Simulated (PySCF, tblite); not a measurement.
# C₄H₈N₂Si₂: geometry, infrared bands and NMR shifts

Wanted: the infrared bands and NMR shifts of C₄H₈N₂Si₂ (`C=N[C@H]1[SiH2][C@@H](C#N)[SiH2]1`), by calculation.

Computed with tblite 0.8.0 and PySCF 2.14.0, with density-fitted response routines of our own, on a single molecule in the gas phase. Atoms are numbered from 0 throughout.

**1. Starting geometry**

16 atoms, charge 0, multiplicity 1; geometry from: force field or distance geometry start.

Bonds of the start (Å): C0–N1 1.29, N1–C2 1.41, C2–Si3 1.86, Si3–C4 1.87, C4–C5 1.45, C5–N6 1.16, C4–Si7 1.88, Si7–C2 1.88, C0–H8 1.08, C0–H9 1.10, C2–H10 1.10, Si3–H11 1.45, Si3–H12 1.49, C4–H13 1.11, Si7–H14 1.47, Si7–H15 1.48.

**2. Optimising the geometry with GFN2-xTB**

Job settings and geometry (Å):

```
{"job": {"kind": "relax", "xc": "GFN2-xTB", "basis": "xTB"}, "charge": 0, "multiplicity": 1}
C      2.966900    -0.153000    -0.558200
N      1.985600     0.237900     0.184700
C      0.710100     0.169400    -0.417000
Si    -0.444100    -1.181300     0.145100
C     -1.799700     0.077800    -0.122300
C     -2.863500    -0.137100     0.839700
N     -3.695800    -0.309000     1.633000
Si    -0.506000     1.344900     0.399200
H      3.999300    -0.166700    -0.237000
H      2.778000    -0.495300    -1.586900
H      0.737000     0.249000    -1.514100
H     -0.442000    -2.331600    -0.735800
H     -0.309800    -1.543700     1.585400
H     -2.127800     0.180100    -1.183000
H     -0.591000     2.625100    -0.312400
H     -0.404600     1.442400     1.868200
```

Command:

```bash
$ OMP_NUM_THREADS=1 python probes_run.py task.json out
```

One launch serves the whole session: the jobs run in the order shown.

**Question.** This job is followed by: GFN2-xTB harmonic vibrations, gas phase; GIAO PBE0/pcSseg-1 NMR shielding, non-relativistic, gas phase. What will the session give for the following? strongest single infrared mode (GFN2-xTB); zero-point energy (GFN2-xTB); 13C shifts against TMS (PBE0/pcSseg-1); 1H shifts against TMS (PBE0/pcSseg-1, means over atoms taken as alike); 15N shifts against NH3 (PBE0/pcSseg-1); 29Si shifts against TMS (PBE0/pcSseg-1, means over atoms taken as alike); surface potential, 1st and 99th percentile.

The runs gave:

| quantity | value |
| --- | --- |
| strongest single infrared mode (GFN2-xTB) | 2378 cm⁻¹, 512 km/mol |
| zero-point energy (GFN2-xTB) | 65.2 kcal/mol |
| 13C shifts against TMS (PBE0/pcSseg-1) | 149.0, 123.6, 58.6, -5.3 ppm |
| 1H shifts against TMS (PBE0/pcSseg-1, means over atoms taken as alike) | 7.38, 6.78, 5.11, 5.07, 4.07, 1.78 ppm |
| 15N shifts against NH3 (PBE0/pcSseg-1) | 409.1, 292.0 ppm |
| 29Si shifts against TMS (PBE0/pcSseg-1, means over atoms taken as alike) | -23.9 ppm |
| surface potential, 1st and 99th percentile | -2.02 V and 1.67 V |

What this shows: Over 110 steps the energy fell by 0.648 eV; of the close pairs, C2–Si3 changed most, 1.863 to 1.938 Å. All 42 modes are real, so the xTB geometry is a minimum. The strongest single mode, at 2378 cm⁻¹, moves mainly C5 and N6. Unscaled tight-binding wavenumbers are off by several per cent, some by more. Its intensities can rank the bands wrongly. At PBE0/pcSseg-1: Shielding is most anisotropic at N1 (span 795 ppm, paramagnetic term -468 ppm). At PBE0/pcSseg-1, counted by nearest atom on the grid, the HOMO lies on N1 60 %; H9, H10 about 9 % each, the LUMO on Si3, Si7 about 15 % each; 4 H atoms about 10 % each.
